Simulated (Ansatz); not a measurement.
# Mg: the cost of one run

Program: Ansatz 0.2.0. Level of theory: DFT r²SCAN, scalar-relativistic, plane waves, PAW (the target; the first runs use scalar-relativistic PBE). These are calculated values, not measurements.

### Step 1. The system as given

Symmetry: P6_3/mmc, No. 194, hexagonal system. The conventional cell has a = 3.210 Å, b = 3.210 Å, c = 5.213 Å, α = 90.00°, β = 90.00°, γ = 120.00°. Mg (site symmetry -6m2) has 12 Mg at 3.20 to 3.21 Å as nearest neighbours.

Coordinates:

```xyz
2
Lattice="3.2100 0.0000 0.0000 -1.6050 2.7799 0.0000 0.0000 0.0000 5.2130" Properties=species:S:1:pos:R:3 pbc="T T T"
Mg    0.0000    1.8533    3.9098
Mg    1.6050    0.9266    1.3033
```

### Step 2. Relaxing cell and atoms (PBE, 8×8×4 mesh)

input.yaml

```yaml
crystal:
  lattice:
    - [3.21, 0.0, 0.0]
    - [-1.605, 2.7799415461, 0.0]
    - [0.0, 0.0, 5.21304]
  atoms:
    - { symbol: Mg, position: [0.3333333333, 0.6666666667, 0.75] }
    - { symbol: Mg, position: [0.6666666667, 0.3333333333, 0.25] }
basis:
  ecutwfc: 420
  ecutrho_ratio: 4
kpoints:
  mp_grid: { grid: [8, 8, 4] }
hamiltonian:
  xc: pbe
scf:
  occupations: { method: gaussian, width: 0.05 }
output:
  forces: true
  stress: true
  eigenvalues: true
relax:
  f_tol: 0.03
  max_steps: 60
  cell: { stress_tol: 0.3 }
```

**Question.** How long does this run take on 8 threads of an Arm CPU, shared host, and how much memory does it need?

About 1.2 s, with a peak of 0.37 GiB.
